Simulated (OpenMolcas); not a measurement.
**One shape, several levels: doublet [CH4BFO2]+**

Aim: a comparison of 5 runs (U-r2SCAN/def2-SVP, UM06-2X/def2-SVP, UM06-L/def2-SVP, USVWN5/def2-SVP, ROMP2/def2-SVP) of doublet [CH4BFO2]+. 

The calculation is run with OpenMolcas 26.06.

## Step 1: The structure to begin with

[CH4BFO2]+: 9 atoms, total charge +1, spin state doublet. SMILES of the parent species: `COB(O)F`. Geometry: relaxed at PBE0-D4/def2-TZVP. This is one conformer, not always the lowest. That shape belongs to the parent species and isn't relaxed for this state.

Bond lengths: C1–O2 1.414 Å, O2–B3 1.344 Å, B3–O4 1.361 Å, B3–F5 1.336 Å, C1–H6 1.092 Å, C1–H7 1.091 Å, C1–H8 1.092 Å, O4–H9 0.959 Å. Some angles: C1–O2–B3 122.2°, O2–B3–O4 122.7°, O2–B3–F5 117.4°, O4–B3–F5 119.9°, O2–C1–H6 108.8°, O2–C1–H7 111.8°, O2–C1–H8 108.7°, B3–O4–H9 112.6°, H6–C1–H7 109.3°, H6–C1–H8 108.7°.

## Step 2: The energy at U-r2SCAN/def2-SVP (run 1)

Contents of mol.inp:

```
&GATEWAY
BasLib=$CurrDir
Coord
9
angstrom
C       -0.649300       0.491300      -1.085900
O       -0.487000       0.689600       0.304600
B        0.320400      -0.085100       1.049500
O        1.040400      -1.114300       0.524700
F        0.401500       0.187700       2.355300
H       -1.701500       0.285200      -1.291400
H       -0.040700      -0.337700      -1.451200
H       -0.363100       1.407000      -1.606600
H        1.567700      -1.570100       1.184000
Basis=def2-SVP
Group=NoSym
&SEWARD
GridInput
Grid=UltraFine
End of Grid
&SCF
UHF
Charge=1
Spin=2
KSDFT=2
1.0 MGGA_X_R2SCAN
1.0 MGGA_C_R2SCAN
Thresholds=1e-10 1e-07 1e-07 1e-05
PrOrbitals=0
```

The basis set def2-SVP is read from a file made from the Basis Set Exchange's data (not shown).

Launch:

```bash
$ export MOLCAS_MEM=1860
$ pymolcas mol.inp > mol.log
```

Output:

```text
--- Start Module: gateway ---
[...]
--- Stop Module: gateway /rc=_RC_ALL_IS_WELL_ ---
--- Start Module: seward ---
[...]
      Basis functions           90
--- Stop Module: seward /rc=_RC_ALL_IS_WELL_ ---
[...]
--- Start Module: scf ---
[...]
       Convergence after  31 Iterations
[...]
::    Total KS-DFT energy                            -315.0137294582
[...]
      Total spin, S                                     0.5038697310
[...]
      Total electronic charge=   39.000000
      Total            charge=    1.000000
[...]
      Dipole Moment (debye):
      Origin of the operator (angstrom)=    0.1496    0.0194    0.6837
                   X= -5.5085E-01               Y= -6.2181E-01               Z= -4.5059E+00           Total=  4.5818E+00
      Center of Charge (angstrom)
[...]
--- Stop Module: scf /rc=_RC_ALL_IS_WELL_ ---
[...]
```

Run time: 86 s. Hardware: 1 thread of Intel Xeon 6975P-C (Granite Rapids), shared host; peak memory 0.49 GiB.

## Step 3: A single-point energy at UM06-2X/def2-SVP (run 2)

Contents of test.inp:

```
&GATEWAY
  BasLib
  $CurrDir
  BasisSet
  C.def2-SVP....
  C1 -0.649300 0.491300 -1.085900 angstrom
  End of Basis
  BasisSet
  O.def2-SVP....
  O2 -0.487000 0.689600 0.304600 angstrom
  O4 1.040400 -1.114300 0.524700 angstrom
  End of Basis
  BasisSet
  B.def2-SVP....
  B3 0.320400 -0.085100 1.049500 angstrom
  End of Basis
  BasisSet
  F.def2-SVP....
  F5 0.401500 0.187700 2.355300 angstrom
  End of Basis
  BasisSet
  H.def2-SVP....
  H6 -1.701500 0.285200 -1.291400 angstrom
  H7 -0.040700 -0.337700 -1.451200 angstrom
  H8 -0.363100 1.407000 -1.606600 angstrom
  H9 1.567700 -1.570100 1.184000 angstrom
  End of Basis

&SEWARD
  GridInput
  Grid=UltraFine
  End of Grid

&SCF
  UHF
  Charge
  1
  Spin
  2
  KSDFT
  M062X
  Thresholds
  1e-10 1e-07 1e-07 1e-05
  PrOrbitals
  1
```

The basis set def2-SVP is read from a file made from the Basis Set Exchange's data (not shown).

Launch:

```bash
$ export MOLCAS_MEM=1860
$ pymolcas test.inp > test.log
```

Output:

```text
--- Start Module: gateway ---
[...]
--- Stop Module: gateway /rc=_RC_ALL_IS_WELL_ ---
--- Start Module: seward ---
[...]
      Basis functions           90
--- Stop Module: seward /rc=_RC_ALL_IS_WELL_ ---
[...]
--- Start Module: scf ---
[...]
       Convergence after  25 Iterations
[...]
::    Total KS-DFT energy                            -315.0363963663
[...]
      Total spin, S                                     0.5047594641
[...]
      Total electronic charge=   39.000000
      Total            charge=    1.000000
[...]
      Dipole Moment (debye):
      Origin of the operator (angstrom)=    0.1496    0.0194    0.6837
                   X= -1.0313E+00               Y= -1.4211E-01               Z= -4.8797E+00           Total=  4.9895E+00
      Center of Charge (angstrom)
[...]
--- Stop Module: scf /rc=_RC_ALL_IS_WELL_ ---
[...]
```

Wall time 70 s (1 thread of Intel Xeon 6975P-C (Granite Rapids), shared host); peak memory 0.49 GiB.

Runs 3 to 4 aren't shown in full; the table further down has their settings and results.

## Step 4: A single-point energy at ROMP2/def2-SVP (run 5)

Contents of run.input:

```
&GATEWAY
 BasLib = $CurrDir
 BasisSet
 C.def2-SVP....
 C1 -0.649300 0.491300 -1.085900 angstrom
 End of Basis
 BasisSet
 O.def2-SVP....
 O2 -0.487000 0.689600 0.304600 angstrom
 O4 1.040400 -1.114300 0.524700 angstrom
 End of Basis
 BasisSet
 B.def2-SVP....
 B3 0.320400 -0.085100 1.049500 angstrom
 End of Basis
 BasisSet
 F.def2-SVP....
 F5 0.401500 0.187700 2.355300 angstrom
 End of Basis
 BasisSet
 H.def2-SVP....
 H6 -1.701500 0.285200 -1.291400 angstrom
 H7 -0.040700 -0.337700 -1.451200 angstrom
 H8 -0.363100 1.407000 -1.606600 angstrom
 H9 1.567700 -1.570100 1.184000 angstrom
 End of Basis

&SEWARD

&SCF
 UHF
 Charge = 1
 Spin = 2
 Thresholds = 1e-10 1e-07 1e-07 1e-05
 PrOrbitals = 1

&RASSCF
 FileOrb = $Project.UnaOrb
 Spin = 2
 Nactel = 1 0 0
 Inactive = 19
 Ras2 = 1
 OutOrbitals = Canonical
 OrbListing = NoCore

&CASPT2
 IPEA = 0.0
 Frozen = 5
```

The basis set def2-SVP is read from a file made from the Basis Set Exchange's data (not shown).

Launch:

```bash
$ export MOLCAS_MEM=1860
$ pymolcas run.input > run.log
```

Output:

```text
--- Start Module: gateway ---
[...]
--- Stop Module: gateway /rc=_RC_ALL_IS_WELL_ ---
[...]
      Basis functions           90
[...]
       Convergence after  29 Iterations
[...]
::    Total SCF energy                               -313.5837805048
[...]
      Total spin, S                                     0.5060654464
[...]
--- Start Module: rasscf ---
[...]
      Number of active orbitals                  1
[...]
      Spin quantum number                      0.5
[...]
      Active orbitals                            1
[...]
      Number of CSFs                             1
[...]
      Number of root(s) required                 1
[...]
      Convergence after  9 iterations
[...]
      printout of CI-coefficients larger than  0.05 for root  1
      energy=    -313.577974
      conf/sym  1     Coeff  Weight
             1  u   1.00000 1.00000
      Natural orbitals and occupation numbers for root  1
      sym 1:   1.000000
      ************************************************************************************************************************
      *                                                    Final results                                                     *
[...]
::    RASSCF root number  1 Total energy:   -313.57797372
[...]
      Total electronic charge=   39.000000
      Total            charge=    1.000000
[...]
      Dipole Moment (debye):
      Origin of the operator (angstrom)=    0.1496    0.0194    0.6837
                   X= -1.3818E+00               Y=  4.2376E-01               Z= -4.4182E+00           Total=  4.6486E+00
      Center of Charge (angstrom)
[...]
--- Stop Module: rasscf /rc=_RC_ALL_IS_WELL_ ---
[...]
--- Start Module: caspt2 ---
[...]
 ###    WARNING: User changed nr of frozen orbitals.                         ###
 ###############################################################################
[...]
      E2 (Variational):          -0.7455539181
      Total energy:            -314.3235276409
[...]
      Reference weight:           0.83355
[...]
::    CASPT2 Root  1     Total energy:   -314.32352764
[...]
--- Stop Module: caspt2 /rc=_RC_ALL_IS_WELL_ ---
[...]
```

It took 16 s on 1 thread of Intel Xeon 6975P-C (Granite Rapids), shared host; peak memory 0.49 GiB.

## Step 5: The series

```
run              level  integration grid  frozen core orbitals  energy (Eh)  HOMO energy (eV)  LUMO energy (eV)   ⟨S²⟩  wall time
  1  U-r2SCAN/def2-SVP         UltraFine                     –  -315.013729            -15.24            -14.39  0.758       86 s
  2   UM06-2X/def2-SVP         UltraFine                     –  -315.036396            -17.66            -12.85  0.760       70 s
  3    UM06-L/def2-SVP         UltraFine                     –  -315.132973            -15.24            -14.45  0.757       82 s
  4    USVWN5/def2-SVP         UltraFine                     –  -312.825980            -14.96            -14.64  0.752       32 s
  5     ROMP2/def2-SVP                 –                     5  -314.323528                 –                 –      –       16 s
```

## Step 6: Outcome

| quantity | value |
| --- | --- |
| run 5: total energy | -314.32353 Eh |

What this shows: Totals of different functionals can't be ranked against each other. All runs together took 4.8 min, the longest 86 s.
